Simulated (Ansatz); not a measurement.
# Ge2H6 (digermane): a chain of runs

Wanted: a series of 41 runs (wB97X-V/def2-SVP, U-wB97X-V/def2-SVP, PBE/def2-TZVP, UPBE/def2-TZVP, B3LYP/def2-TZVP, UB3LYP/def2-TZVP, HF/def2-TZVP, UHF/def2-TZVP, and more) of Ge2H6 and its partners. 

Program for the calculation: Ansatz 0.2.0.

### Step 1. Starting point

Ge2H6 has 8 atoms, charge 0, and is taken as a singlet. As SMILES, `[GeH3][GeH3]`. The shape is that of a PBE0-D4/def2-TZVP optimisation. The run starts from this shape.

Bond lengths: Ge1–Ge2 2.420 Å, Ge1–H3 1.537 Å, Ge1–H4 1.537 Å, Ge1–H5 1.537 Å, Ge2–H6 1.537 Å, Ge2–H7 1.537 Å, Ge2–H8 1.537 Å. Some angles: Ge1–Ge2–H6 110.3°, Ge1–Ge2–H7 110.3°, Ge1–Ge2–H8 110.3°, Ge2–Ge1–H3 110.3°, Ge2–Ge1–H4 110.3°, Ge2–Ge1–H5 110.3°, H6–Ge2–H7 108.6°, H6–Ge2–H8 108.6°, H7–Ge2–H8 108.6°, H3–Ge1–H4 108.6°.

### Step 2. A geometry optimisation at wB97X-V/def2-SVP (run 1)

in.yaml

```yaml
crystal:
  periodic: [false, false, false]
  atoms:
    - {symbol: Ge, position_ang: [-0.569150, 0.281910, -1.029950]}
    - {symbol: Ge, position_ang: [0.569150, -0.281910, 1.029950]}
    - {symbol: H, position_ang: [-0.360530, -0.825230, -2.075830]}
    - {symbol: H, position_ang: [-2.077470, 0.442320, -0.780090]}
    - {symbol: H, position_ang: [-0.023210, 1.601970, -1.597890]}
    - {symbol: H, position_ang: [0.367430, 0.829100, 2.073090]}
    - {symbol: H, position_ang: [2.076310, -0.450460, 0.778490]}
    - {symbol: H, position_ang: [0.017470, -1.597700, 1.602230]}
basis:
  gaussian:
    orbitals: def2-SVP
hamiltonian:
  xc: {name: wB97X-V}
relax: {}
```

The run is started by

```bash
ansatz run in.yaml --threads 1 --pin off --max-ram 3480MiB --events-out events.jsonl --progress --plain --runs-dir runs
```

The program printed:

```text
Warning: RAYON_NUM_THREADS=1 ignored (pool sized by the plan → 1); use --threads N
The last accepted step is kept in runs//last_step.txt (removed where the run ends without a failure and the disk answers)
[... 39 lines left out ...]
Total energy: -113109.49614083 eV, -4156.6973148054 hartree
[... 8 lines left out ...]
Dipole moment:     0.000000    -0.000000    -0.000000 e Å
```

Run time: 16 s. Hardware: 1 thread of Intel Xeon 6975P-C (Granite Rapids), shared host; peak memory 0.31 GiB.

After the run. Bond lengths: Ge1–Ge2 2.415 Å, Ge1–H3 1.537 Å, Ge1–H4 1.537 Å, Ge1–H5 1.537 Å, Ge2–H6 1.537 Å, Ge2–H7 1.537 Å, Ge2–H8 1.537 Å. Some angles: Ge1–Ge2–H6 110.3°, Ge1–Ge2–H7 110.3°, Ge1–Ge2–H8 110.3°, Ge2–Ge1–H3 110.3°, Ge2–Ge1–H4 110.3°, Ge2–Ge1–H5 110.3°, H6–Ge2–H7 108.6°, H6–Ge2–H8 108.6°, H7–Ge2–H8 108.6°, H3–Ge1–H4 108.6°.

### Step 3. The doublet cation: a geometry optimisation at U-wB97X-V/def2-SVP (run 2)

input.yaml

```yaml
basis:
  gaussian:
    orbitals: def2-SVP
crystal:
  periodic: [false, false, false]
  atoms:
    - {symbol: Ge, position_ang: [-0.569150, 0.281910, -1.029950]}
    - {symbol: Ge, position_ang: [0.569150, -0.281910, 1.029950]}
    - {symbol: H, position_ang: [-0.360530, -0.825230, -2.075830]}
    - {symbol: H, position_ang: [-2.077470, 0.442320, -0.780090]}
    - {symbol: H, position_ang: [-0.023210, 1.601970, -1.597890]}
    - {symbol: H, position_ang: [0.367430, 0.829100, 2.073090]}
    - {symbol: H, position_ang: [2.076310, -0.450460, 0.778490]}
    - {symbol: H, position_ang: [0.017470, -1.597700, 1.602230]}
total_charge: 1
magnetization:
  spin_polarized: true
  initial_magnetization: 1
hamiltonian:
  xc: {name: wB97X-V}
relax: {}
```

The run is started by

```bash
ansatz run input.yaml --threads 1 --pin off --max-ram 3480MiB --events-out events.jsonl --progress --plain --runs-dir runs
```

The program printed (excerpt; [...] marks lines left out):

```text
Warning: RAYON_NUM_THREADS=1 ignored (pool sized by the plan → 1); use --threads N
[... 1 set-up line as earlier in the session ...]
[... 60 lines left out ...]
Total energy: -113100.06045369 eV, -4156.3505596986 hartree
[... 8 lines left out ...]
Dipole moment:    -0.000000    -0.000000     0.000000 e Å
```

It took 51 s on 1 thread of Intel Xeon 6975P-C (Granite Rapids), shared host; peak memory 0.48 GiB.

Steps, from the record of the run:

```csv
step,energy from the first frame kept (eV),largest force (eV/Å)
1,0.0000,3.9165
2,-0.8745,0.6876
3,-0.9723,0.1597
4,-0.9743,0.0401
5,-0.9748,0.0115
```

After the run. Bond lengths: Ge1–Ge2 2.775 Å, Ge1–H3 1.523 Å, Ge1–H4 1.523 Å, Ge1–H5 1.523 Å, Ge2–H6 1.523 Å, Ge2–H7 1.523 Å, Ge2–H8 1.523 Å. Some angles: Ge1–Ge2–H6 97.8°, Ge1–Ge2–H7 97.8°, Ge1–Ge2–H8 97.8°, Ge2–Ge1–H3 97.8°, Ge2–Ge1–H4 97.8°, Ge2–Ge1–H5 97.8°, H6–Ge2–H7 118.2°, H6–Ge2–H8 118.2°, H7–Ge2–H8 118.2°, H3–Ge1–H4 118.2°.

Runs 3 to 47 aren't shown in full; the table further down has their settings and results.

### Step 4. GeH3: a single-point energy at UCCSD(T)/def2-TZVP (run 48)

input.yaml

```yaml
crystal:
  periodic: [false, false, false]
  atoms:
    - symbol: Ge
      position_ang: [-0.589970, 0.292219, -1.067620]
    - symbol: H
      position_ang: [-0.346394, -0.847939, -2.072525]
    - symbol: H
      position_ang: [-2.090196, 0.439449, -0.756510]
    - symbol: H
      position_ang: [-0.003800, 1.617240, -1.587105]
basis:
  gaussian:
    orbitals: def2-TZVP
total_charge: 0
magnetization:
  spin_polarized: true
  initial_magnetization: 1
correlation:
  method: ccsd_t
  frozen_orbitals: {Ge: 9, H: 0}
scf:
  omitted_lower_state_checks: [cluster_reference, increment]
```

The run is started by

```bash
ansatz run input.yaml --threads 1 --pin off --max-ram 3480MiB --events-out events.jsonl --progress --plain --runs-dir runs
```

The program printed (excerpt; [...] marks lines left out):

```text
Warning: RAYON_NUM_THREADS=1 ignored (pool sized by the plan → 1); use --threads N
Functional definition: HF
  name "HF"
[...]
475 factors; integrals over basis functions are off by at most 8.6e-4 eV
[...]
mean field -56519.90807355 eV, -2077.0683111335 hartree, gradient 1.6e-6 eV, S^2 0.754563; 0 other end points of the search recorded, 0 dependent functions left out
9 core orbitals not correlated: weight in the atoms' cores, before any rotation towards them, 1.000 or more for the frozen orbitals, at most 0.000 for the correlated occupied ones
reference -56519.90807355 eV, -2077.0683111335 hartree; 9, 8 occupied and 48, 49 virtual orbitals, 475 factors
second order -6.53990362 eV of doubles, -0.00000000 eV of singles
cycle   1  -6.68873310 eV  change   -1.5e-1 eV  update   7.1e-2
[...]
cycle   9  -7.02362248 eV  change    4.1e-6 eV  update   1.4e-5
perturbative correction -0.20736425 eV, -0.0076204956 hartree
Total energy: -56527.13906028 eV, -2077.3340449943 hartree
Checks for a lower state left out: cluster_reference, increment
```

Run time: 1.7 s. Hardware: 1 thread of Intel Xeon 6975P-C (Granite Rapids), shared host; peak memory 0.2 GiB.

### Step 5. All runs side by side

```csv
run,level,fragment atoms,broken bond,partner,energy (Eh),wall time
1,wB97X-V/def2-SVP,–,–,base,-4156.697315,16 s
2,U-wB97X-V/def2-SVP,–,–,cation,-4156.350560,51 s
3,U-wB97X-V/def2-SVP,–,–,anion,-4156.667929,2.3 min
5,U-wB97X-V/def2-SVP,"(2, 6, 7, 8)","(2, 1)",fragment,-2078.288616,12 s
6,U-wB97X-V/def2-SVP,"(1, 3, 4, 5)","(2, 1)",fragment,-2078.288616,11 s
7,PBE/def2-TZVP,–,–,base,-4156.954235,1.2 s
8,UPBE/def2-TZVP,–,–,cation,-4156.615084,2.4 s
9,UPBE/def2-TZVP,–,–,anion,-4156.941781,2.6 s
10,UPBE/def2-TZVP,(4),"(4, 1)",fragment,-0.499616,0.06 s
12,UPBE/def2-TZVP,"(2, 6, 7, 8)","(2, 1)",fragment,-2078.420864,0.56 s
13,UPBE/def2-TZVP,"(1, 3, 4, 5)","(2, 1)",fragment,-2078.420864,0.56 s
14,B3LYP/def2-TZVP,–,–,base,-4157.705386,1.9 s
15,UB3LYP/def2-TZVP,–,–,cation,-4157.362473,3.9 s
16,UB3LYP/def2-TZVP,–,–,anion,-4157.693082,4.2 s
17,UB3LYP/def2-TZVP,(4),"(4, 1)",fragment,-0.502154,0.06 s
19,UB3LYP/def2-TZVP,"(2, 6, 7, 8)","(2, 1)",fragment,-2078.798434,0.64 s
20,UB3LYP/def2-TZVP,"(1, 3, 4, 5)","(2, 1)",fragment,-2078.798434,0.64 s
21,HF/def2-TZVP,–,–,base,-4154.218203,0.94 s
22,UHF/def2-TZVP,–,–,cation,-4153.910525,2.6 s
23,UHF/def2-TZVP,–,–,anion,-4154.172494,2.9 s
24,UHF/def2-TZVP,(4),"(4, 1)",fragment,-0.499810,0.04 s
26,UHF/def2-TZVP,"(2, 6, 7, 8)","(2, 1)",fragment,-2077.068311,0.32 s
27,UHF/def2-TZVP,"(1, 3, 4, 5)","(2, 1)",fragment,-2077.068311,0.32 s
28,MP2/def2-TZVP,–,–,base,-4154.735642,1.8 s
29,UMP2/def2-TZVP,–,–,cation,-4154.391632,3 s
30,UMP2/def2-TZVP,–,–,anion,-4154.700150,3 s
31,UHF/def2-TZVP,(4),"(4, 1)",fragment,-0.499810,0.04 s
33,UMP2/def2-TZVP,"(2, 6, 7, 8)","(2, 1)",fragment,-2077.308648,0.36 s
34,UMP2/def2-TZVP,"(1, 3, 4, 5)","(2, 1)",fragment,-2077.308648,0.36 s
35,wB97M-V/def2-TZVP,–,–,base,-4157.343460,6.9 s
36,U-wB97M-V/def2-TZVP,–,–,cation,-4156.999338,13 s
37,U-wB97M-V/def2-TZVP,–,–,anion,-4157.322066,14 s
38,U-wB97M-V/def2-TZVP,(4),"(4, 1)",fragment,-0.494111,0.12 s
40,U-wB97M-V/def2-TZVP,"(2, 6, 7, 8)","(2, 1)",fragment,-2078.614414,2.3 s
41,U-wB97M-V/def2-TZVP,"(1, 3, 4, 5)","(2, 1)",fragment,-2078.614414,2.2 s
42,CCSD(T)/def2-TZVP,–,–,base,-4154.784808,12 s
43,UCCSD(T)/def2-TZVP,–,–,cation,-4154.440032,32 s
44,UCCSD(T)/def2-TZVP,–,–,anion,-4154.755277,62 s
45,UHF/def2-TZVP,(4),"(4, 1)",fragment,-0.499810,0.04 s
47,UCCSD(T)/def2-TZVP,"(2, 6, 7, 8)","(2, 1)",fragment,-2077.334045,1.7 s
48,UCCSD(T)/def2-TZVP,"(1, 3, 4, 5)","(2, 1)",fragment,-2077.334045,1.7 s
```

### Step 6. What came out

| quantity | value |
| --- | --- |
| GeH3, run 48: total energy | -2077.33404 Eh |
| GeH3, run 48: correlation energy (9 core orbitals frozen) | -265.7 mEh |
| GeH3, run 48: (T) correction | -7.62 mEh |
| GeH3, run 48: ⟨S²⟩ of the reference determinant | 0.755 |
| GeH3, run 48: T1 diagnostic | 0.013 |
| adiabatic electron affinity (to the doublet anion, no zero-point term), wB97X-V/def2-SVP | -0.800 eV |
| adiabatic electron affinity (to the doublet anion, shapes relaxed at wB97X-V/def2-SVP, no zero-point term), HF/def2-TZVP | -1.244 eV |
| adiabatic electron affinity (to the doublet anion, shapes relaxed at wB97X-V/def2-SVP, no zero-point term), MP2/def2-TZVP | -0.966 eV |
| adiabatic electron affinity (to the doublet anion, shapes relaxed at wB97X-V/def2-SVP, no zero-point term), CCSD(T)/def2-TZVP | -0.804 eV |
| dissociation energy of the Ge2–Ge1 bond into doublet GeH3 and doublet GeH3 (shapes relaxed at wB97X-V/def2-SVP, no zero-point term), B3LYP/def2-TZVP | 2.953 eV |
| dissociation energy of the Ge2–Ge1 bond into doublet GeH3 and doublet GeH3 (shapes relaxed at wB97X-V/def2-SVP, no zero-point term), MP2/def2-TZVP | 3.220 eV |
| adiabatic ionisation energy (to the doublet cation, shapes relaxed at wB97X-V/def2-SVP, no zero-point term), PBE/def2-TZVP | 9.229 eV |
| adiabatic ionisation energy (to the doublet cation, shapes relaxed at wB97X-V/def2-SVP, no zero-point term), B3LYP/def2-TZVP | 9.331 eV |

What this shows: At wB97X-V/def2-SVP: the adiabatic electron affinity (to the doublet anion, no zero-point term) is −0.80 eV (−77.2 kJ/mol). A negative value puts this state of the anion above the relaxed parent: the electron is not bound at this level, and such a value depends on the basis. At HF/def2-TZVP: the adiabatic electron affinity (to the doublet anion, shapes relaxed at wB97X-V/def2-SVP, no zero-point term) is −1.24 eV (−29 kcal/mol). At MP2/def2-TZVP: the adiabatic electron affinity (to the doublet anion, shapes relaxed at wB97X-V/def2-SVP, no zero-point term) is −0.97 eV (−93.2 kJ/mol). At CCSD(T)/def2-TZVP: the adiabatic electron affinity (to the doublet anion, shapes relaxed at wB97X-V/def2-SVP, no zero-point term) is −0.80 eV (−77.5 kJ/mol). At B3LYP/def2-TZVP: the dissociation energy of the Ge2–Ge1 bond into doublet GeH3 and doublet GeH3 (shapes relaxed at wB97X-V/def2-SVP, no zero-point term) is 2.95 eV (68 kcal/mol). Below the UHF energy at the same shape and in the same basis (def2-TZVP): UMP2 -240.3 mEh; UCCSD(T) -265.7 mEh. Totals of different functionals can't be ranked against each other. All runs together took 6.8 min, the longest 2.3 min.
